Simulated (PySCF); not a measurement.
# Nb⁺: excitation energies in aug-cc-pVTZ-PP with ECP28, part 1 of 2

Each state of niobium is computed at each level; their differences give the excitation energy. How far do the methods differ?

The numbers are computed with PySCF 2.14.0 (unrestricted determinants in a Gaussian basis, no spin-orbit coupling in the energies), except any that are marked as measured or tabulated.

## Step 1: What is computed

| Item | Value |
| --- | --- |
| Element | niobium (Z = 41) |
| Basis | aug-cc-pVTZ-PP with ECP28MDF (6s6p5d3f2g, 88 functions) |
| Hamiltonian | scalar relativity through the core potential |
| State 1 | Nb⁺: [Kr] 4d3 5p1, one real determinant (an excited configuration) |
| State 2 | Nb⁺: [Kr] 4d3 5s1, high-spin 5F determinant (an excited configuration) |
| Needed too, but not shown | Nb⁺ [Kr] 4d4 (5D) |
| Methods | UHF, LDA, PBE, PBE0, r2SCAN, wB97X, B3LYP, HSE06, r2SCANh, MP2 |
| Core shells frozen in the correlated runs | valence: 4s2 4p6 (for Nb⁺) |

Outer shells as boxes (Hund's rule):

Nb+ [Kr] 4d3 5p1
```
[Kr] core
4d [↑ ][↑ ][↑ ][  ][  ]
5p [↑ ][  ][  ]
```

Nb+ [Kr] 4d3 5s1
```
[Kr] core
4d [↑ ][↑ ][↑ ][  ][  ]
5s [↑ ]
```

The runs were made by one driver on top of PySCF. The scripts below sum up each run's settings (the driver also hands on starting orbitals that pick excited configurations, and frozen orbitals as a list rather than a count), and the logs come from the driver's own runs. The driver starts from symmetry-adapted Hartree-Fock orbitals, holds the occupation by maximum overlap and uses a logarithmic radial grid for functionals, so a plain start would take other cycles.

The integrals over 88 functions and the set-up took 1 s of CPU time.

## Step 2: Nb⁺ [Kr] 4d3 5p1

#### UHF

The input, input.py:

```python
from pyscf import gto, scf, dft, mp, cc
import basis_set_exchange as bse
txt = bse.get_basis("aug-cc-pVTZ-PP", elements=["Nb"], fmt="nwchem", header=False)
cut = txt.index("\nECP")
mol = gto.M(atom="Nb 0 0 0", charge=1, spin=4, symmetry="D2h",
            basis=gto.basis.parse(txt[:cut]),
            ecp={"Nb": gto.basis.parse_ecp(txt[cut:])})
mf = scf.UHF(mol)
mf.irrep_nelec = {'Ag': (1, 1), 'B1g': (1, 0), 'B2g': (1, 0), 'B3g': (1, 0), 'B1u': (1, 1), 'B2u': (2, 1), 'B3u': (1, 1)}
mf.kernel()
```

Output:

```text
damping factor = 0
level_shift factor = 0
DIIS = <class 'pyscf.scf.diis.CDIIS'>
diis_start_cycle = 1
diis_space = 10
diis_damp = 0
SCF conv_tol = 1e-09
SCF conv_tol_grad = None
number electrons alpha = 8  beta = 4
cycle= 1 E= -55.7850969664792  delta_E= -0.00735  |g|= 0.0295  |ddm|= 0.0566
cycle= 2 E= -55.785418806978  delta_E= -0.000322  |g|= 0.00652  |ddm|= 0.0143
cycle= 3 E= -55.7854370598089  delta_E= -1.83e-05  |g|= 0.000364  |ddm|= 0.0062
cycle= 4 E= -55.78543724716  delta_E= -1.87e-07  |g|= 0.000115  |ddm|= 0.00216
cycle= 5 E= -55.7854372648054  delta_E= -1.76e-08  |g|= 2.1e-05  |ddm|= 0.000933
cycle= 6 E= -55.7854372659326  delta_E= -1.13e-09  |g|= 2.95e-06  |ddm|= 0.000326
cycle= 7 E= -55.7854372659628  delta_E= -3.02e-11  |g|= 6.58e-07  |ddm|= 2.62e-05
converged SCF energy = -55.7854372659628  <S^2> = 6.0046896  2S+1 = 5.0018755
```

CPU time 1.3 s on a shared host, the integrals not counted.

Orbital energies by shell (radii are means over both spins):

| shell | electrons | mean orbital energy (eV) | spread (eV) | rms radius (bohr) |
| --- | --- | --- | --- | --- |
| 4s α | 1 | -85.213 | 0 | 1.25 |
| 4s β | 1 | -81.268 | 0 | 1.25 |
| 4p α | 3 | -56.581 | 0.005 | 1.39 |
| 4p β | 3 | -51.272 | 0.307 | 1.39 |
| 4d α | 3 | -18.653 | 0.163 | 2.04 |
| 5p α | 1 | -9.217 | 0 | 4.46 |

⟨S²⟩ = 6.005, ⟨L²⟩ = 14.06.

⟨L²⟩ = 14.06 against 20 for a pure G term, so this real determinant mixes terms. Energies and moments cover only the electrons outside the core potential.

#### LDA

input.py differs from the last one in:

```diff
@@ -7,3 +7,3 @@
             ecp={"Nb": gto.basis.parse_ecp(txt[cut:])})
-mf = scf.UHF(mol)
+mf = dft.UKS(mol, xc="LDA,VWN")
 mf.irrep_nelec = {'Ag': (1, 1), 'B1g': (1, 0), 'B2g': (1, 0), 'B3g': (1, 0), 'B1u': (1, 1), 'B2u': (2, 1), 'B3u': (1, 1)}
```

Output:

```text
damping factor = 0
level_shift factor = 0
DIIS = <class 'pyscf.scf.diis.CDIIS'>
diis_start_cycle = 1
diis_space = 10
diis_damp = 0
SCF conv_tol = 1e-09
SCF conv_tol_grad = None
number electrons alpha = 8  beta = 4
XC functionals = LDA,VWN
    P. A. M. Dirac.,  Math. Proc. Cambridge Philos. Soc. 26, 376 (1930)
    F. Bloch.,  Z. Phys. 57, 545 (1929)
    S. H. Vosko, L. Wilk, and M. Nusair.,  Can. J. Phys. 58, 1200 (1980)
cycle= 1 E= -56.0621521607063  delta_E= -0.00523  |g|= 0.0266  |ddm|= 0.391
cycle= 2 E= -56.0622721920583  delta_E= -0.00012  |g|= 0.0203  |ddm|= 0.151
cycle= 3 E= -56.0624482052247  delta_E= -0.000176  |g|= 0.000379  |ddm|= 0.047
cycle= 4 E= -56.0624482745946  delta_E= -6.94e-08  |g|= 4.81e-05  |ddm|= 0.00274
cycle= 5 E= -56.0624482754852  delta_E= -8.91e-10  |g|= 1.41e-06  |ddm|= 0.000204
converged SCF energy = -56.0624482754852  <S^2> = 6.0002441  2S+1 = 5.0000976
```

It used 0.66 s of CPU time after the integrals (shared host).

#### PBE

input.py differs from the last one in:

```diff
@@ -7,3 +7,3 @@
             ecp={"Nb": gto.basis.parse_ecp(txt[cut:])})
-mf = dft.UKS(mol, xc="LDA,VWN")
+mf = dft.UKS(mol, xc="PBE")
 mf.irrep_nelec = {'Ag': (1, 1), 'B1g': (1, 0), 'B2g': (1, 0), 'B3g': (1, 0), 'B1u': (1, 1), 'B2u': (2, 1), 'B3u': (1, 1)}
```

Output:

```text
damping factor = 0
level_shift factor = 0
DIIS = <class 'pyscf.scf.diis.CDIIS'>
diis_start_cycle = 1
diis_space = 10
diis_damp = 0
SCF conv_tol = 1e-09
SCF conv_tol_grad = None
number electrons alpha = 8  beta = 4
XC functionals = PBE
    J. P. Perdew, K. Burke, and M. Ernzerhof.,  Phys. Rev. Lett. 77, 3865 (1996)
    J. P. Perdew, K. Burke, and M. Ernzerhof.,  Phys. Rev. Lett. 78, 1396 (1997)
    J. P. Perdew, K. Burke, and M. Ernzerhof.,  Phys. Rev. Lett. 77, 3865 (1996)
    J. P. Perdew, K. Burke, and M. Ernzerhof.,  Phys. Rev. Lett. 78, 1396 (1997)
cycle= 1 E= -56.2314220397909  delta_E= -0.00456  |g|= 0.00577  |ddm|= 0.412
cycle= 2 E= -56.2314548157684  delta_E= -3.28e-05  |g|= 0.00222  |ddm|= 0.158
cycle= 3 E= -56.2314567292215  delta_E= -1.91e-06  |g|= 0.000746  |ddm|= 0.0193
cycle= 4 E= -56.2314570254954  delta_E= -2.96e-07  |g|= 0.000148  |ddm|= 0.00646
cycle= 5 E= -56.2314570365599  delta_E= -1.11e-08  |g|= 5.98e-06  |ddm|= 0.00123
cycle= 6 E= -56.2314570366212  delta_E= -6.13e-11  |g|= 7.69e-07  |ddm|= 0.000147
converged SCF energy = -56.2314570366212  <S^2> = 6.0007521  2S+1 = 5.0003008
```

CPU time 1.2 s on a shared host, the integrals not counted.

#### PBE0

input.py differs from the last one in:

```diff
@@ -7,3 +7,3 @@
             ecp={"Nb": gto.basis.parse_ecp(txt[cut:])})
-mf = dft.UKS(mol, xc="PBE")
+mf = dft.UKS(mol, xc="PBE0")
 mf.irrep_nelec = {'Ag': (1, 1), 'B1g': (1, 0), 'B2g': (1, 0), 'B3g': (1, 0), 'B1u': (1, 1), 'B2u': (2, 1), 'B3u': (1, 1)}
```

Output:

```text
damping factor = 0
level_shift factor = 0
DIIS = <class 'pyscf.scf.diis.CDIIS'>
diis_start_cycle = 1
diis_space = 10
diis_damp = 0
SCF conv_tol = 1e-09
SCF conv_tol_grad = None
number electrons alpha = 8  beta = 4
XC functionals = PBE0
    C. Adamo and V. Barone.,  J. Chem. Phys. 110, 6158 (1999)
    M. Ernzerhof and G. E. Scuseria.,  J. Chem. Phys. 110, 5029 (1999)
cycle= 1 E= -56.2213316301061  delta_E= -0.00365  |g|= 0.00994  |ddm|= 0.261
cycle= 2 E= -56.2214270842173  delta_E= -9.55e-05  |g|= 0.00356  |ddm|= 0.134
cycle= 3 E= -56.2214341775924  delta_E= -7.09e-06  |g|= 0.00106  |ddm|= 0.0338
cycle= 4 E= -56.2214351273757  delta_E= -9.5e-07  |g|= 0.000126  |ddm|= 0.0138
cycle= 5 E= -56.2214351509499  delta_E= -2.36e-08  |g|= 1.85e-05  |ddm|= 0.00287
cycle= 6 E= -56.2214351515646  delta_E= -6.15e-10  |g|= 1.11e-06  |ddm|= 0.000495
converged SCF energy = -56.2214351515646  <S^2> = 6.0013665  2S+1 = 5.0005466
```

CPU time 1.5 s on a shared host, the integrals not counted.

#### r2SCAN

input.py differs from the last one in:

```diff
@@ -7,3 +7,3 @@
             ecp={"Nb": gto.basis.parse_ecp(txt[cut:])})
-mf = dft.UKS(mol, xc="PBE0")
+mf = dft.UKS(mol, xc="R2SCAN")
 mf.irrep_nelec = {'Ag': (1, 1), 'B1g': (1, 0), 'B2g': (1, 0), 'B3g': (1, 0), 'B1u': (1, 1), 'B2u': (2, 1), 'B3u': (1, 1)}
```

Output:

```text
damping factor = 0
level_shift factor = 0
DIIS = <class 'pyscf.scf.diis.CDIIS'>
diis_start_cycle = 1
diis_space = 10
diis_damp = 0
SCF conv_tol = 1e-09
SCF conv_tol_grad = None
number electrons alpha = 8  beta = 4
XC functionals = R2SCAN
    J. W. Furness, A. D. Kaplan, J. Ning, J. P. Perdew, and J. Sun.,  J. Phys. Chem. Lett. 11, 8208-8215 (2020)
    J. W. Furness, A. D. Kaplan, J. Ning, J. P. Perdew, and J. Sun.,  J. Phys. Chem. Lett. 11, 9248-9248 (2020)
    J. W. Furness, A. D. Kaplan, J. Ning, J. P. Perdew, and J. Sun.,  J. Phys. Chem. Lett. 11, 8208-8215 (2020)
    J. W. Furness, A. D. Kaplan, J. Ning, J. P. Perdew, and J. Sun.,  J. Phys. Chem. Lett. 11, 9248-9248 (2020)
cycle= 1 E= -56.2555524237435  delta_E= -0.00532  |g|= 0.012  |ddm|= 0.237
cycle= 2 E= -56.2556591825745  delta_E= -0.000107  |g|= 0.00622  |ddm|= 0.145
cycle= 3 E= -56.2556760145751  delta_E= -1.68e-05  |g|= 0.00106  |ddm|= 0.0309
cycle= 4 E= -56.2556769860075  delta_E= -9.71e-07  |g|= 0.000113  |ddm|= 0.0129
cycle= 5 E= -56.2556769971943  delta_E= -1.12e-08  |g|= 1.48e-05  |ddm|= 0.00129
cycle= 6 E= -56.255676997495  delta_E= -3.01e-10  |g|= 5.35e-07  |ddm|= 0.000196
converged SCF energy = -56.255676997495  <S^2> = 6.0017777  2S+1 = 5.000711
```

It used 2.4 s of CPU time after the integrals (shared host).

#### wB97X

input.py differs from the last one in:

```diff
@@ -7,3 +7,3 @@
             ecp={"Nb": gto.basis.parse_ecp(txt[cut:])})
-mf = dft.UKS(mol, xc="R2SCAN")
+mf = dft.UKS(mol, xc="WB97X")
 mf.irrep_nelec = {'Ag': (1, 1), 'B1g': (1, 0), 'B2g': (1, 0), 'B3g': (1, 0), 'B1u': (1, 1), 'B2u': (2, 1), 'B3u': (1, 1)}
```

Output:

```text
damping factor = 0
level_shift factor = 0
DIIS = <class 'pyscf.scf.diis.CDIIS'>
diis_start_cycle = 1
diis_space = 10
diis_damp = 0
SCF conv_tol = 1e-09
SCF conv_tol_grad = None
number electrons alpha = 8  beta = 4
XC functionals = WB97X
    J.-D. Chai and M. Head-Gordon.,  J. Chem. Phys. 128, 084106 (2008)
cycle= 1 E= -56.1979418679575  delta_E= -0.00307  |g|= 0.0156  |ddm|= 0.135
cycle= 2 E= -56.1981282500439  delta_E= -0.000186  |g|= 0.00485  |ddm|= 0.122
cycle= 3 E= -56.1981535709289  delta_E= -2.53e-05  |g|= 0.00162  |ddm|= 0.0484
cycle= 4 E= -56.1981597956434  delta_E= -6.22e-06  |g|= 0.00047  |ddm|= 0.0308
cycle= 5 E= -56.1981605686316  delta_E= -7.73e-07  |g|= 4.14e-05  |ddm|= 0.0134
cycle= 6 E= -56.1981605732528  delta_E= -4.62e-09  |g|= 8.44e-06  |ddm|= 0.00058
cycle= 7 E= -56.1981605733546  delta_E= -1.02e-10  |g|= 2.18e-06  |ddm|= 5.85e-05
converged SCF energy = -56.1981605733546  <S^2> = 6.0010325  2S+1 = 5.000413
```

CPU time 3.2 s on a shared host, the integrals not counted.

#### B3LYP

input.py differs from the last one in:

```diff
@@ -7,3 +7,3 @@
             ecp={"Nb": gto.basis.parse_ecp(txt[cut:])})
-mf = dft.UKS(mol, xc="WB97X")
+mf = dft.UKS(mol, xc="B3LYP")
 mf.irrep_nelec = {'Ag': (1, 1), 'B1g': (1, 0), 'B2g': (1, 0), 'B3g': (1, 0), 'B1u': (1, 1), 'B2u': (2, 1), 'B3u': (1, 1)}
```

Output:

```text
damping factor = 0
level_shift factor = 0
DIIS = <class 'pyscf.scf.diis.CDIIS'>
diis_start_cycle = 1
diis_space = 10
diis_damp = 0
SCF conv_tol = 1e-09
SCF conv_tol_grad = None
number electrons alpha = 8  beta = 4
XC functionals = B3LYP
    P. J. Stephens, F. J. Devlin, C. F. Chabalowski, and M. J. Frisch.,  J. Phys. Chem. 98, 11623 (1994)
cycle= 1 E= -56.2440025687667  delta_E= -0.0043  |g|= 0.00981  |ddm|= 0.381
cycle= 2 E= -56.2440878923537  delta_E= -8.53e-05  |g|= 0.00415  |ddm|= 0.115
cycle= 3 E= -56.2440954130249  delta_E= -7.52e-06  |g|= 0.001  |ddm|= 0.0228
cycle= 4 E= -56.2440961608614  delta_E= -7.48e-07  |g|= 9.73e-05  |ddm|= 0.00916
cycle= 5 E= -56.2440961703916  delta_E= -9.53e-09  |g|= 1.25e-05  |ddm|= 0.00111
cycle= 6 E= -56.2440961707002  delta_E= -3.09e-10  |g|= 8.29e-07  |ddm|= 0.000197
converged SCF energy = -56.2440961707002  <S^2> = 6.0009499  2S+1 = 5.00038
```

It used 1.8 s of CPU time after the integrals (shared host).

#### HSE06

input.py differs from the last one in:

```diff
@@ -7,3 +7,3 @@
             ecp={"Nb": gto.basis.parse_ecp(txt[cut:])})
-mf = dft.UKS(mol, xc="B3LYP")
+mf = dft.UKS(mol, xc="HSE06")
 mf.irrep_nelec = {'Ag': (1, 1), 'B1g': (1, 0), 'B2g': (1, 0), 'B3g': (1, 0), 'B1u': (1, 1), 'B2u': (2, 1), 'B3u': (1, 1)}
```

Output:

```text
damping factor = 0
level_shift factor = 0
DIIS = <class 'pyscf.scf.diis.CDIIS'>
diis_start_cycle = 1
diis_space = 10
diis_damp = 0
SCF conv_tol = 1e-09
SCF conv_tol_grad = None
number electrons alpha = 8  beta = 4
XC functionals = HSE06
    J. Heyd, G. E. Scuseria, and M. Ernzerhof.,  J. Chem. Phys. 118, 8207 (2003)
    J. Heyd, G. E. Scuseria, and M. Ernzerhof.,  J. Chem. Phys. 124, 219906 (2006)
    A. V. Krukau, O. A. Vydrov, A. F. Izmaylov, and G. E. Scuseria.,  J. Chem. Phys. 125, 224106 (2006)
cycle= 1 E= -56.2209243924892  delta_E= -0.00372  |g|= 0.00889  |ddm|= 0.285
cycle= 2 E= -56.220980566079  delta_E= -5.62e-05  |g|= 0.00357  |ddm|= 0.113
cycle= 3 E= -56.2209856803461  delta_E= -5.11e-06  |g|= 0.000929  |ddm|= 0.0225
cycle= 4 E= -56.2209861658851  delta_E= -4.86e-07  |g|= 7.36e-05  |ddm|= 0.00791
cycle= 5 E= -56.2209861700909  delta_E= -4.21e-09  |g|= 9.19e-06  |ddm|= 0.00109
cycle= 6 E= -56.2209861702222  delta_E= -1.31e-10  |g|= 3.89e-07  |ddm|= 0.000238
converged SCF energy = -56.2209861702222  <S^2> = 6.0013382  2S+1 = 5.0005353
```

CPU time 3.3 s on a shared host, the integrals not counted.

#### r2SCANh

input.py differs from the last one in:

```diff
@@ -7,3 +7,3 @@
             ecp={"Nb": gto.basis.parse_ecp(txt[cut:])})
-mf = dft.UKS(mol, xc="HSE06")
+mf = dft.UKS(mol, xc="HYB_MGGA_XC_R2SCANH")
 mf.irrep_nelec = {'Ag': (1, 1), 'B1g': (1, 0), 'B2g': (1, 0), 'B3g': (1, 0), 'B1u': (1, 1), 'B2u': (2, 1), 'B3u': (1, 1)}
```

Output:

```text
damping factor = 0
level_shift factor = 0
DIIS = <class 'pyscf.scf.diis.CDIIS'>
diis_start_cycle = 1
diis_space = 10
diis_damp = 0
SCF conv_tol = 1e-09
SCF conv_tol_grad = None
number electrons alpha = 8  beta = 4
XC functionals = HYB_MGGA_XC_R2SCANH
    M. Bursch, H. Neugebauer, S. Ehlert, and S. Grimme.,  J. Chem. Phys. 156, 134105 (2022)
cycle= 1 E= -56.2446914331256  delta_E= -0.00503  |g|= 0.0126  |ddm|= 0.21
cycle= 2 E= -56.2448161010266  delta_E= -0.000125  |g|= 0.00547  |ddm|= 0.136
cycle= 3 E= -56.2448298593233  delta_E= -1.38e-05  |g|= 0.0012  |ddm|= 0.0332
cycle= 4 E= -56.2448310959639  delta_E= -1.24e-06  |g|= 0.000112  |ddm|= 0.0139
cycle= 5 E= -56.2448311126702  delta_E= -1.67e-08  |g|= 1.72e-05  |ddm|= 0.00186
cycle= 6 E= -56.2448311130882  delta_E= -4.18e-10  |g|= 6.52e-07  |ddm|= 0.000287
converged SCF energy = -56.2448311130882  <S^2> = 6.001969  2S+1 = 5.0007875
```

It used 2.6 s of CPU time after the integrals (shared host).

## Step 3: Nb⁺ [Kr] 4d3 5p1, continued

#### MP2 (valence)

Changes to input.py since step 2:

```diff
@@ -7,4 +7,5 @@
             ecp={"Nb": gto.basis.parse_ecp(txt[cut:])})
-mf = dft.UKS(mol, xc="HYB_MGGA_XC_R2SCANH")
+mf = scf.UHF(mol)
 mf.irrep_nelec = {'Ag': (1, 1), 'B1g': (1, 0), 'B2g': (1, 0), 'B3g': (1, 0), 'B1u': (1, 1), 'B2u': (2, 1), 'B3u': (1, 1)}
 mf.kernel()
+mp.UMP2(mf, frozen=4).kernel()
```

This step left no log, only its results.

CPU time 0.11 s on a shared host, the integrals not counted.

With 4 electrons correlated, the MP2 correlation energy is -0.02465 hartree (-0.02465 same spin, 0.00000 opposite spin); the SCS form gives -0.00822. Largest pairs of shells: 4d-4d -0.0150, 4d-5p -0.0096, 5p-5p 0.0000.

Radial density 4πr²ρ of Nb⁺ at UHF, the electrons outside the core potential:

| r (bohr) | density | spin density |
| --- | --- | --- |
| 0.0366 | 1.61e-05 | 0.000 |
| 0.0616 | 4.26e-05 | 0.000 |
| 0.104 | 0.000164 | 0.000 |
| 0.174 | 0.00140 | 0.000 |
| 0.293 | 0.0229 | 0.005 |
| 0.493 | 0.635 | 0.073 |
| 0.829 | 6.76 | 0.706 |
| 1.39 | 8.04 | 1.794 |
| 2.35 | 1.68 | 1.098 |
| 3.95 | 0.402 | 0.399 |
| 6.64 | 0.0626 | 0.063 |
| 11.2 | 0.000540 | 0.001 |

(Continued in part 2 of 2.)
